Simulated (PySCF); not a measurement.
# C3H12N2Si: the cost of one run

Programs: PySCF 2.14.0, with routines of our own; each step states its level. All values are computed. Atoms count from 0.

## 1. The system as given

18 atoms, charge 0, multiplicity 1; geometry from: GFN2-xTB.

## 2. Optimising the geometry at PBE0-D3(BJ)/def2-SVP

What the job is given:

```
{"job": {"xc": "PBE0", "basis": "def2-SVP", "d3": "d3bj", "grid": 1, "kind": "geom"}, "charge": 0, "multiplicity": 1}
C      2.213888     0.207486    -0.276396
C      1.308570    -0.964995     0.097703
N     -0.002668    -0.607890     0.620862
N     -0.852284    -0.035414    -0.371397
C     -1.768608    -1.029433    -0.880701
Si    -1.245304     1.639465    -0.425656
H      3.168098    -0.161218    -0.644855
H      2.397119     0.839473     0.591201
H      1.746771     0.807583    -1.053765
H      1.143675    -1.593860    -0.780374
H      1.786983    -1.574525     0.869816
H      0.102323     0.041553     1.394238
H     -2.320807    -0.606841    -1.715944
H     -1.211723    -1.902163    -1.226048
H     -2.478216    -1.357077    -0.114293
H     -2.383280     2.042321     0.419204
H     -1.560695     1.920289    -1.826019
H     -0.052601     2.341561     0.046010
```

Run with:

```console
OMP_NUM_THREADS=1 python excited_run.py task.json out
```

This one command runs all jobs of the session in turn.

Q: Estimate the wall time and peak memory of this first job on 1 thread of AMD EPYC 7R43, shared host.

About 56 s, with a peak of 0.63 GiB.
